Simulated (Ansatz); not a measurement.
# SiAsH2 (sextet): wave-function methods side by side, cc-pVTZ

The task here is to estimate one member of a computed series from the others.

The runs use Ansatz 0.2.0, Gaussian basis; cc-pVTZ, core rule «outside noble gas», up to 19 orbitals frozen.

Plan: UHF; CCSD(T) on ROHF; CCSD(T) on UHF; BCCD(T) on ROHF; CCSDT(Q) on ROHF; CCSDT(Q) on UHF; CASSCF and MRCISD+Q, 11 electrons in 10 orbitals; CASSCF and NEVPT2, 11 electrons in 10 orbitals.

5 further runs of the same task are left out: 5 set aside as unsound or not needed.

## The system

The geometry is a PBE0/def2-TZVP stationary point (not a proven minimum) of the parent state, kept for this charge and spin. No spin-orbit coupling is included. The filled d shell of As may be among the frozen orbitals whatever the setting's name suggests; the logs give the count.

4 atoms, charge 0, spin multiplicity 6.

Atoms are counted from 1 here; the program's logs count them from 0.

Bond lengths: Si1–As2 2.429 Å, Si1–H3 1.497 Å, As2–H4 1.525 Å. Angles: As2–Si1–H3 114.9°, Si1–As2–H4 92.5°.

Set-up of the first run:

Input file in.yaml:

```yaml
crystal:
  periodic: [false, false, false]
  atoms:
    - {symbol: Si, position_ang: [0.000000, -0.125451, 1.746470]}
    - {symbol: As, position_ang: [0.000000, 0.050822, -0.676507]}
    - {symbol: H, position_ang: [0.000000, 1.182184, 2.474574]}
    - {symbol: H, position_ang: [0.000000, -1.464222, -0.852954]}
basis:
  gaussian: {orbitals: cc-pVTZ}
magnetization: {spin_polarized: true, initial_magnetization: 5}
hamiltonian: {xc: hf}
output: {orbitals: {seedname: orbitals}}
```

The run is started by

```sh
$ ansatz run in.yaml --threads 1 --pin off --events-out ev --progress --plain --max-ram 4096MiB --backend cpu
```

Steps of the session up to this table: UHF; CCSD(T) on ROHF; CCSD(T) on UHF; BCCD(T) on ROHF; CCSDT(Q) on ROHF; CCSDT(Q) on UHF; CASSCF and MRCISD+Q, 11 electrons in 10 orbitals; CASSCF and NEVPT2, 11 electrons in 10 orbitals.

One of the session's tables, all rows but one given; the rest of the session is left out.

| method | from UCCSDT(Q) (kcal/mol) |
| --- | --- |
| ROHF | +144.97 |
| UHF | ? |
| RMP2 | +30.98 |
| UMP2 | +30.72 |
| RCCSD | +7.68 |
| UCCSD | +7.32 |
| RCCSD(T) | +1.86 |
| UCCSD(T) | +1.56 |
| BCCD(T) | +1.73 |
| RCCSDT | +0.61 |
| UCCSDT | +0.30 |
| RCCSDT(Q) | +0.32 |
| UCCSDT(Q) | 0 |
| CASSCF valence | +120.58 |
| NEVPT2 valence | +31.49 |
| MRCISD valence | +14.05 |
| MRCISD+Q valence | +3.65 |

Estimate the missing values for UHF.

**Answer.** from UCCSDT(Q) (kcal/mol): +141.29. In the column «from UCCSDT(Q) (kcal/mol)» it lies between CASSCF valence (+120.58) and ROHF (+144.97).

Among the levels timed on like hardware and quicker than the yardstick, those that no quicker one beats, quickest first: NEVPT2 valence (3.2 s, +31.49 kcal/mol); RCCSD(T) (3.7 s, +1.86 kcal/mol); BCCD(T) (7 s, +1.73 kcal/mol); UCCSD(T) (9.5 s, +1.56 kcal/mol).

Limits of these values: Of the multireference levels listed MRCISD+Q valence comes nearest in total energy (+3.65 kcal/mol), which doesn't show that its space is the better one. Restricted and unrestricted rows rest on different reference determinants; where their highest levels disagree by more than a few hundredths of an eV, they describe different states and don't form one ladder.
